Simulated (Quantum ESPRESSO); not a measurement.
# MgB (Pm-3m) in Quantum ESPRESSO: a series of runs

The runs below take MgB through phonons, energy-loss spectrum, with PBE.

Everything below comes from runs of Quantum ESPRESSO 7.5. Logs are shortened: lines on timing, memory, paths and dates and some standing lists are left out, and cuts for length are marked.

## (1) The structure

The structure is cubic, space group Pm-3m (No. 221). The conventional cell has a = 2.895 Å, b = 2.895 Å, c = 2.895 Å, α = 90.00°, β = 90.00°, γ = 90.00°. Mg (site symmetry m-3m) is surrounded by 8 B at 2.51 Å. B (site symmetry m-3m) is surrounded by 8 Mg at 2.51 Å.

The cell was built by a generator and needn't be a form met in nature.

## (2) Phonons, PBE

The input, pw.in:

```
&CONTROL
  calculation = 'scf'
  prefix = 'pwscf'
  outdir = './tmp'
  pseudo_dir = './pseudo'
  tprnfor = .true.
  tstress = .true.
  disk_io = 'low'
/
&SYSTEM
  ibrav = 0
  A = 2.89515
  nat = 2
  ntyp = 2
  ecutwfc = 55
  ecutrho = 440
  nbnd = 7
  occupations = 'smearing'
  smearing = 'gaussian'
  degauss = 0.01999163
/
&ELECTRONS
  conv_thr = 4d-10
  electron_maxstep = 120
  mixing_beta = 0.9
  mixing_ndim = 16
/
ATOMIC_SPECIES
Mg    24.3050 Mg.pbe-n-kjpaw_psl.0.3.0.UPF
B     10.8100 b_pbe_v1.4.uspp.F.UPF
CELL_PARAMETERS alat
   1.0000000000    0.0000000000    0.0000000000
   0.0000000000    1.0000000000    0.0000000000
   0.0000000000    0.0000000000    1.0000000000
ATOMIC_POSITIONS alat
Mg     0.0000000000    0.0000000000    0.0000000000
B      0.5000000000    0.5000000000    0.5000000000
K_POINTS automatic
9 9 9 0 0 0
```

The input, scf2.in:

```
&CONTROL
  calculation = 'scf'
  prefix = 'pwscf'
  outdir = './tmp'
  pseudo_dir = './pseudo'
  tprnfor = .true.
  tstress = .true.
  disk_io = 'low'
/
&SYSTEM
  ibrav = 0
  A = 2.89515
  nat = 2
  ntyp = 2
  ecutwfc = 55
  ecutrho = 440
  nbnd = 7
  occupations = 'smearing'
  smearing = 'gaussian'
  degauss = 0.01999163
/
&ELECTRONS
  conv_thr = 1d-13
  electron_maxstep = 120
  mixing_beta = 0.9
  mixing_ndim = 16
  startingpot = 'file'
  startingwfc = 'file'
/
ATOMIC_SPECIES
Mg    24.3050 Mg.pbe-n-kjpaw_psl.0.3.0.UPF
B     10.8100 b_pbe_v1.4.uspp.F.UPF
CELL_PARAMETERS alat
   1.0000000000    0.0000000000    0.0000000000
   0.0000000000    1.0000000000    0.0000000000
   0.0000000000    0.0000000000    1.0000000000
ATOMIC_POSITIONS alat
Mg     0.0000000000    0.0000000000    0.0000000000
B      0.5000000000    0.5000000000    0.5000000000
K_POINTS automatic
9 9 9 0 0 0
```

The input, ph.in:

```
phonons of MgB
&INPUTPH
  prefix = 'pwscf'
  outdir = './tmp'
  tr2_ph = 1d-18
  fildyn = 'dyn'
  niter_ph = 90
  alpha_mix(1) = 0.4
/
0.0000000000 0.0000000000 0.0000000000
```

The input, dynmat.in:

```
&INPUT
  fildyn = 'dyn'
  asr = 'crystal'
  filout = 'dynmat.disp'
  fileig = 'dynmat.eig'
/
```

The input, relax_v0.99.in:

```
&CONTROL
  calculation = 'relax'
  prefix = 'pwscf'
  outdir = './tmp'
  pseudo_dir = './pseudo'
  tprnfor = .true.
  tstress = .true.
  disk_io = 'low'
  nstep = 30
  forc_conv_thr = 0.0001
  etot_conv_thr = 1d-06
/
&SYSTEM
  ibrav = 0
  A = 2.88546715
  nat = 2
  ntyp = 2
  ecutwfc = 55
  ecutrho = 440
  nbnd = 7
  occupations = 'smearing'
  smearing = 'gaussian'
  degauss = 0.01999163
/
&ELECTRONS
  conv_thr = 1d-13
  electron_maxstep = 120
  mixing_beta = 0.9
  mixing_ndim = 16
/
&IONS
  ion_dynamics = 'bfgs'
/
ATOMIC_SPECIES
Mg    24.3050 Mg.pbe-n-kjpaw_psl.0.3.0.UPF
B     10.8100 b_pbe_v1.4.uspp.F.UPF
CELL_PARAMETERS alat
   1.0000000006    0.0000000000    0.0000000000
   0.0000000000    1.0000000006    0.0000000000
   0.0000000000    0.0000000000    1.0000000006
ATOMIC_POSITIONS alat
Mg     0.0000000000    0.0000000000    0.0000000000
B      0.5000000003    0.5000000003    0.5000000003
K_POINTS automatic
9 9 9 0 0 0
```

The input, ph_v0.99.in:

```
phonons at 0.99 of the volume
&INPUTPH
  prefix = 'pwscf'
  outdir = './tmp'
  tr2_ph = 1d-18
  fildyn = 'dyn_v0.99'
  niter_ph = 90
  alpha_mix(1) = 0.4
/
0.0000000000 0.0000000000 0.0000000000
```

The input, relax_v1.01.in:

```
&CONTROL
  calculation = 'relax'
  prefix = 'pwscf'
  outdir = './tmp'
  pseudo_dir = './pseudo'
  tprnfor = .true.
  tstress = .true.
  disk_io = 'low'
  nstep = 30
  forc_conv_thr = 0.0001
  etot_conv_thr = 1d-06
/
&SYSTEM
  ibrav = 0
  A = 2.90476851
  nat = 2
  ntyp = 2
  ecutwfc = 55
  ecutrho = 440
  nbnd = 7
  occupations = 'smearing'
  smearing = 'gaussian'
  degauss = 0.01999163
/
&ELECTRONS
  conv_thr = 1d-13
  electron_maxstep = 120
  mixing_beta = 0.9
  mixing_ndim = 16
/
&IONS
  ion_dynamics = 'bfgs'
/
ATOMIC_SPECIES
Mg    24.3050 Mg.pbe-n-kjpaw_psl.0.3.0.UPF
B     10.8100 b_pbe_v1.4.uspp.F.UPF
CELL_PARAMETERS alat
   0.9999999997    0.0000000000    0.0000000000
   0.0000000000    0.9999999997    0.0000000000
   0.0000000000    0.0000000000    0.9999999997
ATOMIC_POSITIONS alat
Mg     0.0000000000    0.0000000000    0.0000000000
B      0.4999999999    0.4999999999    0.4999999999
K_POINTS automatic
9 9 9 0 0 0
```

The input, ph_v1.01.in:

```
phonons at 1.01 of the volume
&INPUTPH
  prefix = 'pwscf'
  outdir = './tmp'
  tr2_ph = 1d-18
  fildyn = 'dyn_v1.01'
  niter_ph = 90
  alpha_mix(1) = 0.4
/
0.0000000000 0.0000000000 0.0000000000
```

Potentials or basis: SSSP 1.3 efficiency PBE.

Launch:

```
$ OMP_NUM_THREADS=1 pw.x -in pw.in > pw.out
$ OMP_NUM_THREADS=1 pw.x -in scf2.in > scf2.out
$ OMP_NUM_THREADS=1 ph.x -in ph.in > ph.out
$ OMP_NUM_THREADS=1 dynmat.x -in dynmat.in > dynmat.out
$ OMP_NUM_THREADS=1 pw.x -in relax_v0.99.in > relax_v0.99.out
$ OMP_NUM_THREADS=1 ph.x -in ph_v0.99.in > ph_v0.99.out
$ OMP_NUM_THREADS=1 pw.x -in relax_v1.01.in > relax_v1.01.out
$ OMP_NUM_THREADS=1 ph.x -in ph_v1.01.in > ph_v1.01.out
```

pw.out:

```text
This program is part of the open-source Quantum ESPRESSO suite
     for quantum simulation of materials; please cite
         "P. Giannozzi et al., J. Phys.:Condens. Matter 21 395502 (2009);
         "P. Giannozzi et al., J. Phys.:Condens. Matter 29 465901 (2017);
         "P. Giannozzi et al., J. Chem. Phys. 152 154105 (2020);
     in publications or presentations arising from this work. More details at

     file Mg.pbe-n-kjpaw_psl.0.3.0.UPF: wavefunction(s)  3S renormalized
     Message from routine setup:
     using ibrav=0 with symmetry is DISCOURAGED, use correct ibrav instead

     G-vector sticks info
     --------------------
     sticks:   dense  smooth     PW     G-vecs:    dense   smooth      PW
     Sum        1049     517    169                25533     9045    1575

     Using Slab Decomposition

     bravais-lattice index     =            0
     lattice parameter (alat)  =       5.4710  a.u.
     unit-cell volume          =     163.7607 (a.u.)^3
     number of atoms/cell      =            2
     number of atomic types    =            2
     number of electrons       =         5.00
     number of Kohn-Sham states=            7
     kinetic-energy cutoff     =      55.0000  Ry
     charge density cutoff     =     440.0000  Ry
     scf convergence threshold =      4.0E-10
     mixing beta               =       0.9000
     number of iterations used =           16  plain     mixing
     Exchange-correlation=  SLA  PW   PBX  PBC
                           (   1   4   3   4   0   0   0)

     celldm(1)=   5.471041  celldm(2)=   0.000000  celldm(3)=   0.000000
     celldm(4)=   0.000000  celldm(5)=   0.000000  celldm(6)=   0.000000

     crystal axes: (cart. coord. in units of alat)
               a(1) = (   1.000000   0.000000   0.000000 )
               a(2) = (   0.000000   1.000000   0.000000 )
               a(3) = (   0.000000   0.000000   1.000000 )

     reciprocal axes: (cart. coord. in units 2 pi/alat)
               b(1) = (  1.000000  0.000000  0.000000 )
               b(2) = (  0.000000  1.000000  0.000000 )
               b(3) = (  0.000000  0.000000  1.000000 )

     PseudoPot. # 1 for Mg read from file:
     Mg.pbe-n-kjpaw_psl.0.3.0.UPF
     Pseudo is Projector augmented-wave + core cor, Zval =  2.0
     Generated using "atomic" code by A. Dal Corso  v.5.0.99 svn rev. 10869
     Shape of augmentation charge: PSQ
     Using radial grid of 1129 points,  4 beta functions with:
                l(1) =   0
                l(2) =   0
                l(3) =   1
                l(4) =   1
     Q(r) pseudized with 0 coefficients

     PseudoPot. # 2 for B  read from file:
     b_pbe_v1.4.uspp.F.UPF
     Pseudo is Ultrasoft + core correction, Zval =  3.0
     Generated by new atomic code, or converted to UPF format
     Using radial grid of  781 points,  4 beta functions with:
                l(1) =   0
                l(2) =   0
                l(3) =   1
                l(4) =   1
     Q(r) pseudized with  8 coefficients,  rinner =    1.100   1.100   1.100

     atomic species   valence    mass     pseudopotential
     Mg                2.00    24.30500     Mg( 1.00)
     B                 3.00    10.81000     B ( 1.00)

     48 Sym. Ops., with inversion, found

   Cartesian axes

     site n.     atom                  positions (alat units)
         1        Mg     tau(   1) = (   0.0000000   0.0000000   0.0000000  )
         2        B      tau(   2) = (   0.5000000   0.5000000   0.5000000  )

     number of k points=    35  Gaussian smearing, width (Ry)=  0.0200
                       cart. coord. in units 2pi/alat
        k(    1) = (   0.0000000   0.0000000   0.0000000), wk =   0.0027435
        k(    2) = (   0.0000000   0.0000000   0.1111111), wk =   0.0164609
        k(    3) = (   0.0000000   0.0000000   0.2222222), wk =   0.0164609
        k(    4) = (   0.0000000   0.0000000   0.3333333), wk =   0.0164609
        k(    5) = (   0.0000000   0.0000000   0.4444444), wk =   0.0164609
        k(    6) = (   0.0000000   0.1111111   0.1111111), wk =   0.0329218
[... 27 lines left out ...]
        k(   34) = (   0.3333333   0.4444444   0.4444444), wk =   0.0658436
        k(   35) = (   0.4444444   0.4444444   0.4444444), wk =   0.0219479

     Dense  grid:    25533 G-vectors     FFT dimensions: (  40,  40,  40)

     Smooth grid:     9045 G-vectors     FFT dimensions: (  25,  25,  25)

     Initial potential from superposition of free atoms

     starting charge       4.9988, renormalised to       5.0000
     Starting wfcs are    8 randomized atomic wfcs

     Self-consistent Calculation

     iteration #  1     ecut=    55.00 Ry     beta= 0.90
     Davidson diagonalization with overlap
     ethr =  1.00E-02,  avg # of iterations =  3.7

     Threshold (ethr) on eigenvalues was too large:
     Diagonalizing with lowered threshold

     Davidson diagonalization with overlap
     ethr =  7.17E-04,  avg # of iterations =  1.2

     total energy              =     -39.88520431 Ry
     estimated scf accuracy    <       0.03503834 Ry

     iteration #  2     ecut=    55.00 Ry     beta= 0.90
     Davidson diagonalization with overlap
     ethr =  7.01E-04,  avg # of iterations =  1.7

     total energy              =     -39.89224681 Ry
     estimated scf accuracy    <       0.00858862 Ry

     iteration #  3     ecut=    55.00 Ry     beta= 0.90
     Davidson diagonalization with overlap
     ethr =  1.72E-04,  avg # of iterations =  1.3

     total energy              =     -39.89370974 Ry
     estimated scf accuracy    <       0.00001744 Ry

     iteration #  4     ecut=    55.00 Ry     beta= 0.90
     Davidson diagonalization with overlap
     ethr =  3.49E-07,  avg # of iterations =  8.3

     total energy              =     -39.89397110 Ry
     estimated scf accuracy    <       0.00000088 Ry

     iteration #  5     ecut=    55.00 Ry     beta= 0.90
     Davidson diagonalization with overlap
     ethr =  1.75E-08,  avg # of iterations =  2.6

     total energy              =     -39.89397061 Ry
     estimated scf accuracy    <       0.00000049 Ry

     iteration #  6     ecut=    55.00 Ry     beta= 0.90
     Davidson diagonalization with overlap
     ethr =  9.74E-09,  avg # of iterations =  1.9

     total energy              =     -39.89397075 Ry
     estimated scf accuracy    <          3.2E-09 Ry

     iteration #  7     ecut=    55.00 Ry     beta= 0.90
     Davidson diagonalization with overlap
     ethr =  6.45E-11,  avg # of iterations =  5.3

     End of self-consistent calculation

          k = 0.0000 0.0000 0.0000 (  1141 PWs)   bands (ev):

    -4.3093   8.9676   8.9676   8.9676  13.4899  13.4899  15.4000

          k = 0.0000 0.0000 0.1111 (  1133 PWs)   bands (ev):

    -4.1135   7.5405   9.0785   9.0785  13.7081  14.5801  15.9687

          k = 0.0000 0.0000 0.2222 (  1133 PWs)   bands (ev):

    -3.5334   5.1669   9.3823   9.3823  14.3607  15.4321  17.7872

          k = 0.0000 0.0000 0.3333 (  1133 PWs)   bands (ev):

    -2.6000   2.9061   9.7794   9.7794  15.4387  16.1439  18.5920

          k = 0.0000 0.0000 0.4444 (  1141 PWs)   bands (ev):

    -1.4770   1.0988  10.0798  10.0798  16.8666  16.8744  18.2068

          k = 0.0000 0.1111 0.1111 (  1133 PWs)   bands (ev):

    -3.9187   7.4925   7.8849   9.1906  14.3106  15.4699  16.1827

          k = 0.0000 0.1111 0.2222 (  1128 PWs)   bands (ev):

    -3.3416   5.3148   8.1104   9.4978  14.9217  16.1408  17.5610

          k = 0.0000 0.1111 0.3333 (  1131 PWs)   bands (ev):

    -2.4136   3.0764   8.6432   9.8996  15.4846  16.2989  17.9713

          k = 0.0000 0.1111 0.4444 (  1137 PWs)   bands (ev):

    -1.3006   1.2846   9.0837  10.2039  15.1603  17.1027  18.0147

          k = 0.0000 0.2222 0.2222 (  1137 PWs)   bands (ev):

    -2.7735   5.4728   6.1458   9.8146  15.1211  16.0039  18.3312

          k = 0.0000 0.2222 0.3333 (  1133 PWs)   bands (ev):

    -1.8619   3.5603   6.5251  10.2296  13.6535  16.5799  18.9209

          k = 0.0000 0.2222 0.4444 (  1131 PWs)   bands (ev):

    -0.7768   1.8211   7.1055  10.5445  12.4554  17.5562  18.5953

          k = 0.0000 0.3333 0.3333 (  1139 PWs)   bands (ev):

    -0.9775   4.0130   4.6924  10.6625  11.5530  17.3146  19.3599

          k = 0.0000 0.3333 0.4444 (  1125 PWs)   bands (ev):

     0.0693   2.6155   5.0850  10.1432  10.9918  18.2141  19.0942

          k = 0.0000 0.4444 0.4444 (  1120 PWs)   bands (ev):

     1.0952   3.2671   3.5298   8.6272  11.3323  18.9352  19.3233

          k = 0.1111 0.1111 0.1111 (  1114 PWs)   bands (ev):

    -3.7249   7.6346   7.6346   8.2420  15.5773  15.5773  16.3431

          k = 0.1111 0.1111 0.2222 (  1130 PWs)   bands (ev):

    -3.1507   5.4628   8.0348   8.4796  15.7761  16.3950  17.3604

          k = 0.1111 0.1111 0.3333 (  1141 PWs)   bands (ev):

    -2.2281   3.2456   8.5912   8.9830  15.6183  16.2378  17.5791

          k = 0.1111 0.1111 0.4444 (  1139 PWs)   bands (ev):

    -1.1247   1.4688   9.0517   9.3969  15.0931  15.6408  17.7812

          k = 0.1111 0.2222 0.2222 (  1128 PWs)   bands (ev):

    -2.5855   5.6291   6.2674   8.6897  15.4790  16.4558  17.7107

          k = 0.1111 0.2222 0.3333 (  1129 PWs)   bands (ev):

    -1.6790   3.7256   6.6584   9.2119  13.8219  16.3574  17.8210

          k = 0.1111 0.2222 0.4444 (  1127 PWs)   bands (ev):

    -0.6026   2.0003   7.2345   9.6430  12.6187  15.8250  18.0003

          k = 0.1111 0.3333 0.3333 (  1123 PWs)   bands (ev):

    -0.7991   4.1723   4.8487   9.7331  11.7212  16.7398  17.4913

          k = 0.1111 0.3333 0.4444 (  1128 PWs)   bands (ev):

     0.2406   2.7859   5.2349  10.1604  10.3203  16.4196  17.5635

          k = 0.1111 0.4444 0.4444 (  1122 PWs)   bands (ev):

     1.2623   3.4266   3.6903   8.8152  10.5839  16.8820  16.9831

          k = 0.2222 0.2222 0.2222 (  1126 PWs)   bands (ev):

    -2.0290   6.0759   6.0759   7.1759  15.8565  16.0257  16.0257

          k = 0.2222 0.2222 0.3333 (  1136 PWs)   bands (ev):

    -1.1376   4.1942   6.7206   7.5746  14.1813  14.3849  16.5515

          k = 0.2222 0.2222 0.4444 (  1128 PWs)   bands (ev):

    -0.0856   2.5164   7.2895   8.1302  12.9454  13.2541  16.9899

          k = 0.2222 0.3333 0.3333 (  1127 PWs)   bands (ev):

    -0.2710   4.6293   5.2653   7.8861  12.1954  14.8457  14.9686

          k = 0.2222 0.3333 0.4444 (  1126 PWs)   bands (ev):

     0.7491   3.2756   5.6458   8.4291  10.8184  13.7555  15.4187

          k = 0.2222 0.4444 0.4444 (  1123 PWs)   bands (ev):

     1.7593   3.8847   4.1503   8.9464   9.3489  14.2945  14.3146

          k = 0.3333 0.3333 0.3333 (  1118 PWs)   bands (ev):

     0.5744   5.2945   5.2945   6.5913  12.8311  12.8311  12.9273

          k = 0.3333 0.3333 0.4444 (  1119 PWs)   bands (ev):

     1.5699   3.9910   5.8905   6.9635  11.4820  11.5672  13.4265

          k = 0.3333 0.4444 0.4444 (  1112 PWs)   bands (ev):

     2.5668   4.5524   4.8095   7.1734  10.1022  12.1229  12.1296

          k = 0.4444 0.4444 0.4444 (  1088 PWs)   bands (ev):

     3.5800   5.1520   5.1520   5.9004  10.7515  10.7515  10.7533

     the Fermi energy is     6.5607 ev

!    total energy              =     -39.89397078 Ry
     estimated scf accuracy    <          2.3E-10 Ry
     smearing contrib. (-TS)   =      -0.00160150 Ry
     internal energy E=F+TS    =     -39.89236928 Ry

     The total energy is F=E-TS. E is the sum of the following terms:
     one-electron contribution =       3.89576146 Ry
     hartree contribution      =       0.51773727 Ry
     xc contribution           =      -4.49761138 Ry
     ewald contribution        =      -8.50077752 Ry
     one-center paw contrib.   =     -31.30747911 Ry

     convergence has been achieved in   7 iterations

     Forces acting on atoms (cartesian axes, Ry/au):

     atom    1 type  1   force =     0.00000000    0.00000000    0.00000000
     atom    2 type  2   force =     0.00000000    0.00000000    0.00000000

     Total force =     0.000000     Total SCF correction =     0.000000

     Computing stress (Cartesian axis) and pressure

          total   stress  (Ry/bohr**3)                   (kbar)     P=       -2.31
  -0.00001572   0.00000000   0.00000000           -2.31        0.00        0.00
   0.00000000  -0.00001572   0.00000000            0.00       -2.31        0.00
   0.00000000   0.00000000  -0.00001572            0.00        0.00       -2.31

=------------------------------------------------------------------------------=
   JOB DONE.
=------------------------------------------------------------------------------=
```

It took 98 s on 1 thread of AMD EPYC 7R32 (Zen 2), shared host; peak memory 0.08 GiB.

What came out:

```
Free energy                   : -542.7851 eV
Pressure after relaxing       : -0.2 GPa
Band gap on the k mesh        : none (metal or under the smearing width)
Highest phonon frequency at Γ : 387 cm⁻¹
```

Phonon frequencies in cm⁻¹ (negative: imaginary):
| q point | frequencies |
| --- | --- |
| (0.000, 0.000, 0.000) | -4 -4 -4 387 387 387 |

Mode Grüneisen parameters of phonons at Γ, in order of frequency: n/a, n/a, n/a, 1.85, 1.85, 1.85

Optical modes at Γ, degenerate ones joined:
```csv
cm⁻¹,components,symmetry,active in
387,3,T1u,IR
```

Frequencies at 99 % and 101 % of the volume (pressures 0.6 and -1.1 GPa), ions relaxed:
```csv
mode,99 % (cm⁻¹),101 % (cm⁻¹),Grüneisen parameter
4,394.0,379.7,1.85
5,394.0,379.7,1.85
6,394.0,379.7,1.85
```

Caveat: the mesh is thin for the phonons of a metal.

(Continued in part 2 of 3.)
